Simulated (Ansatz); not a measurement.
The system is CsLiCr2Te2S3.

```
Cs Li Cr Te S
1.0
     7.05684    0.00000    0.00788
     0.00000    3.98060    0.00000
    -2.68302    0.00000    8.67869
Cs Li Cr Te S
1 1 2 2 3
Direct
  0.07739 0.00000 0.37706
  0.86424 0.50000 0.78883
  0.12646 0.00000 0.94616
  0.59290 0.50000 0.97165
  0.50838 0.00000 0.15270
  0.55612 0.00000 0.74893
  0.87426 0.00000 0.68502
  0.25176 0.50000 0.84402
  0.96294 0.50000 0.05357
```

The cell was built by a generator and needn't be a form met in nature.

```yaml
Program: Ansatz 0.2.0
Task: relaxation of cell and atoms
Functional: PBEsol
Dispersion: D3(BJ)
Potentials_or_basis: Ansatz PAW
Cutoff: "420 eV (not typed: the program's choice for these potentials)"
k_mesh: 3 × 5 × 3
Occupations: fermi-dirac, width 0.05 eV
Spin: collinear spin, ferromagnetic start
Starting_moments: "[0.0, 0.0, 3.0, 3.0, 0.0, 0.0, 0.0, 0.0, 0.0] μB"
```

At the start: volume 27.10 Å³/atom.

**Question.** How do energy, volume and symmetry change on relaxing?

**Answer.** It ends after 9 steps and the volume is 23.63 Å³/atom (-12.8 %); space group Pm (No. 6, to 0.05 Å); moment 5.99 μB per cell.

The path:
```tsv
step	energy change (eV)	largest force (eV/Å)	volume (Å³)
1	0.0000	0.3531	243.87
2	-0.2301	0.6200	221.56
3	-0.3197	0.2832	214.49
4	-0.3362	0.2191	213.23
5	-0.3420	0.0494	213.28
6	-0.3436	0.0262	212.97
7	-0.3440	0.0187	212.64
8	-0.3440	0.0066	212.69
9	-0.3411	0.0067	212.69
```

Final structure:
```cif
data_structure
_symmetry_space_group_name_H-M 'P 1'
_symmetry_Int_Tables_number 1
_cell_length_a 6.8780
_cell_length_b 3.8387
_cell_length_c 8.5090
_cell_angle_alpha 90.000
_cell_angle_beta 108.787
_cell_angle_gamma 90.000
_cell_volume 212.69
loop_
_atom_site_label
_atom_site_type_symbol
_atom_site_fract_x
_atom_site_fract_y
_atom_site_fract_z
_atom_site_occupancy
Cs1 Cs 0.08546 0.00000 0.38563 1
Li1 Li 0.84861 0.50000 0.78116 1
Cr1 Cr 0.12634 0.00000 0.94312 1
Cr2 Cr 0.60009 0.50000 0.98050 1
Te1 Te 0.51429 0.00000 0.17087 1
Te2 Te 0.54975 0.00000 0.74427 1
S1 S 0.86599 0.00000 0.66879 1
S2 S 0.25046 0.50000 0.83420 1
S3 S 0.97346 0.50000 0.05940 1
```

Caveat: the plane-wave basis is chosen anew once the cell has moved, so the energies of steps on either side of that aren't comparable; only a ferromagnetic start was run, and an antiferromagnetic order may lie lower in energy; the PAW data sets come from PBE, with cores solved anew for the run's functional, which leaves a small shift of forces and pressure.
